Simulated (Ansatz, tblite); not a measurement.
**[MoO3(OH)]- (MoHO₄−): rung by rung**

Aim: run the singlet of [MoO3(OH)]- (MoHO₄−) at one geometry on many levels, and compare frontier levels, spin and run time.

Program: Ansatz 0.2.0, Gaussian basis. Level of theory: as each input shows. These are calculated values, not measurements.

Levels to be run: GFN1-xTB, GFN2-xTB, PBE-D4/def2-TZVPD, r2SCAN-D4/def2-TZVPD, B3LYP-D4/def2-TZVPD, r2SCAN0-D4/def2-TZVPD, CAM-B3LYP-D4/def2-TZVPD, HSE06-D4/def2-TZVPD, PBE-QIDH/def2-TZVPD, revPBE-D4/def2-TZVPD, B97M-V/def2-TZVPD, PBE-D4/def2-SVPD, PBE0-D4/def2-SVPD, CCSD(T)/def2-SVPD, MP2/def2-TZVPD, RPA/def2-TZVPD.

## 1. The structure

The geometry is that of the singlet, from an earlier relaxation (PBE0-D4/def2-SVPD).

6 atoms, charge -1, spin multiplicity 1.

Bond lengths: Mo1–O2 1.720 Å, Mo1–O3 1.722 Å, Mo1–O4 1.722 Å, Mo1–O5 1.944 Å, O5–H6 0.960 Å. Angles: O2–Mo1–O3 110.8°, O2–Mo1–O4 110.8°, O2–Mo1–O5 107.7°, O3–Mo1–O4 109.3°, O3–Mo1–O5 109.1°, O4–Mo1–O5 109.0°, Mo1–O5–H6 116.2°.

Formally the metal is d0. Mo takes a core potential in the def2 sets. No spin-orbit coupling is included. The ion is computed in the gas phase, without counter-ions or solvent.

PBE0-D4/def2-TZVPD was run before; its log isn't repeated, and its numbers join the tables.

## 2. GFN1-xTB

Tight binding, by tblite at 300 K electronic temperature and without a spin-polarisation term:

```python
tblite.interface.Calculator('GFN1-xTB', numbers, positions, charge=-1, uhf=0).singlepoint()
```

Energy -593.8865 eV, HOMO -6.87 eV, LUMO -1.50 eV; 0.003 s.

## 3. GFN2-xTB

Tight binding, by tblite at 300 K electronic temperature and without a spin-polarisation term:

```python
tblite.interface.Calculator('GFN2-xTB', numbers, positions, charge=-1, uhf=0).singlepoint()
```

Energy -521.2557 eV, HOMO -6.04 eV, LUMO -1.55 eV; 0.003 s.

## 4. PBE-D4/def2-TZVPD

start.molden holds the orbitals of an earlier run on this state, given as this run's starting guess.

The input, in.yaml:

```yaml
crystal:
  periodic: [false, false, false]
  atoms:
    - {symbol: Mo, position_ang: [0.186378, 0.320805, 0.283080]}
    - {symbol: O, position_ang: [0.146573, 0.287830, 2.002324]}
    - {symbol: O, position_ang: [1.809813, 0.312056, -0.290776]}
    - {symbol: O, position_ang: [-0.623119, 1.715042, -0.321882]}
    - {symbol: O, position_ang: [-0.725470, -1.271045, -0.359783]}
    - {symbol: H, position_ang: [-0.794175, -1.364677, -1.312952]}
basis:
  gaussian: {orbitals: def2-TZVPD, initial_orbitals: start.molden}
total_charge: -1
hamiltonian: {xc: pbe, dispersion: d4}
scf: {omitted_lower_state_checks: [starts]}
output: {orbitals: {seedname: orbitals}}
```

Run with:

```sh
ansatz run in.yaml --threads 4 --pin off --events-out ev --progress --plain --max-ram 3916MiB
```

After this run come: r2SCAN-D4/def2-TZVPD; B3LYP-D4/def2-TZVPD; r2SCAN0-D4/def2-TZVPD; CAM-B3LYP-D4/def2-TZVPD; HSE06-D4/def2-TZVPD; PBE-QIDH/def2-TZVPD; revPBE-D4/def2-TZVPD; B97M-V/def2-TZVPD; PBE-D4/def2-SVPD; PBE0-D4/def2-SVPD; CCSD(T)/def2-SVPD; MP2/def2-TZVPD; RPA/def2-TZVPD.

Q: Predict the results of all the runs planned. Wanted: gap in def2-TZVPD, named functionals, smallest and largest; correlation energy, CCSD(T)/def2-SVPD; correlation energy, MP2/def2-TZVPD; PBE0 total energy, smallest basis above largest.

**Answer**, as computed:

```
                                                  quantity                                        value
gap in def2-TZVPD, named functionals, smallest and largest  4.18 eV (revPBE-D4), 8.35 eV (CAM-B3LYP-D4)
                     correlation energy, CCSD(T)/def2-SVPD                                    -34.74 eV
                        correlation energy, MP2/def2-TZVPD                                    -41.80 eV
           PBE0 total energy, smallest basis above largest              9.93 eV (def2-SVPD, def2-TZVPD)
```

Over the named functionals in def2-TZVPD the gap runs from 4.18 eV (revPBE-D4) to 8.35 eV (CAM-B3LYP-D4); exact exchange widens it.
